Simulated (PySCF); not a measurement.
# C5H10Sn (Sn(CCH)Me3): the cost of one run

Programs: PySCF 2.14.0, with routines of our own; each step states its level. All values are computed. Atoms count from 0.

## (1) The starting structure

16 atoms, charge 0, multiplicity 1; geometry from: GFN2-xTB.

## (2) Optimising the geometry at PBE0-D3(BJ)/def2-SVP

The job: settings as JSON, then the geometry in Å.

```
{"job": {"xc": "PBE0", "basis": "def2-SVP", "d3": "d3bj", "grid": 1, "maxiter": 30, "shake": 0.03, "kind": "geom"}, "charge": 0, "multiplicity": 1}
Sn     0.062540    -0.078290    -0.047390
C     -0.014350    -0.016780     2.033600
C     -0.060380    -0.006890     3.216590
H      0.096510     0.009300     4.285810
C      2.078690    -0.018800    -0.748380
H      2.126210    -0.082150    -1.802630
H      2.652590    -0.831990    -0.266390
H      2.620570     0.941880    -0.443660
C     -1.046460     1.824720    -0.647430
H     -1.000210     1.895950    -1.754430
H     -0.613790     2.676720    -0.232010
H     -2.064530     1.771410    -0.386190
C     -1.130400    -1.779180    -0.733970
H     -2.090090    -1.834030    -0.255540
H     -0.517870    -2.726420    -0.388090
H     -1.133410    -1.779390    -1.763470
```

Launch:

```
OMP_NUM_THREADS=1 python heavy_run.py task.json out
```

One launch serves the whole session: the jobs run in the order shown.

Q: Estimate the wall time and peak memory of this first job on 1 thread of Intel Xeon Platinum 8488C, shared host.

About 75 s, with a peak of 0.57 GiB.
